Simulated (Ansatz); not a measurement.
# Cl₃H₃SSi₂: up Jacob's ladder to CCSD(T)

One table from this session's results is given with a row withheld; the runs are named, their logs left out.

Computed with Ansatz 0.2.0, Gaussian basis. Level: functionals in def2-TZVPP, the program's frozen cores in correlated methods.

The runs, in order: PBE-D4, r2SCAN-D4, PBE0-D4, B3LYP-D4, ωB97X-V, ωB97M-V, B2PLYP; CCSD(T)/def2-TZVPP; MP2/def2-QZVPP; extrapolation to the limit.

## The geometry

The geometry comes from an earlier relaxation with PBE0-D4 in a triple-zeta def2 set; it is a stationary point, not always the lowest conformer.

SMILES `Cl[SiH2]S[SiH](Cl)Cl`, 9 atoms, charge 0, spin multiplicity 1.

Atoms are counted from 1 here; the program's logs count them from 0.

Bond lengths: Cl1–Si2 2.045 Å, Si2–S3 2.135 Å, Si2–H7 1.476 Å, Si2–H8 1.477 Å, S3–Si4 2.118 Å, Si4–Cl5 2.036 Å, Si4–Cl6 2.040 Å, Si4–H9 1.473 Å. Angles: Cl1–Si2–S3 112.6°, Cl1–Si2–H7 107.9°, Cl1–Si2–H8 108.7°, S3–Si2–H7 111.1°, S3–Si2–H8 104.0°, H7–Si2–H8 112.6°, Si2–S3–Si4 103.4°, S3–Si4–Cl5 112.4°, S3–Si4–Cl6 112.1°, S3–Si4–H9 106.3°, Cl5–Si4–Cl6 108.0°, Cl5–Si4–H9 108.9°, Cl6–Si4–H9 109.0°.

The first run:

File in.yaml:

```yaml
crystal:
  periodic: [false, false, false]
  atoms:
    - {symbol: Cl, position_ang: [0.041698, 2.271785, 1.481832]}
    - {symbol: Si, position_ang: [1.152768, 1.211554, 0.131548]}
    - {symbol: S, position_ang: [1.061680, -0.894898, 0.467424]}
    - {symbol: Si, position_ang: [-0.899683, -1.405476, -0.146414]}
    - {symbol: Cl, position_ang: [-2.319303, -0.713602, 1.139007]}
    - {symbol: Cl, position_ang: [-1.333312, -0.690602, -2.007696]}
    - {symbol: H, position_ang: [0.672192, 1.554397, -1.220736]}
    - {symbol: H, position_ang: [2.579007, 1.543569, 0.327059]}
    - {symbol: H, position_ang: [-0.955046, -2.876718, -0.172025]}
basis:
  gaussian: {orbitals: def2-TZVPP}
hamiltonian: {xc: pbe, dispersion: d4}
output: {forces: true, orbitals: {seedname: orbitals}}
```

Started as:

```console
$ ansatz run in.yaml --threads 2 --pin off --events-out ev --progress --plain --max-ram 32768MiB --backend cuda --devices 0, --max-vram 18GiB
```

Steps of the session up to this table: PBE-D4 (GGA); r2SCAN-D4 (meta-GGA); PBE0-D4 (hybrid); B3LYP-D4 (hybrid); ωB97X-V (range-separated); ωB97M-V (range-separated); B2PLYP (double hybrid); CCSD(T) in def2-TZVPP; MP2 in def2-QZVPP.

One table of the session follows, with a row left open; its other results are not shown here.

It belongs to the step «Atomisation energies». 

```
            method  atomisation energy (kJ/mol)
            PBE-D4                       2863.6
         r2SCAN-D4                       2872.1
           PBE0-D4                       2843.5
          B3LYP-D4                       2805.3
           ωB97X-V                       2878.1
           ωB97M-V                       2873.0
            B2PLYP                       2771.4
     HF/def2-TZVPP                       2108.7
    MP2/def2-TZVPP                       2827.9
   CCSD/def2-TZVPP                       2689.9
CCSD(T)/def2-TZVPP                            ?
           MP2/CBS                       2938.7
       CCSD(T)/CBS                       2855.7
```

Q: Estimate the row for CCSD(T)/def2-TZVPP from the others.

**Answer.** atomisation energy (kJ/mol): 2744.8. In the column «atomisation energy (kJ/mol)» it lies between CCSD/def2-TZVPP (2689.9) and B2PLYP (2771.4).
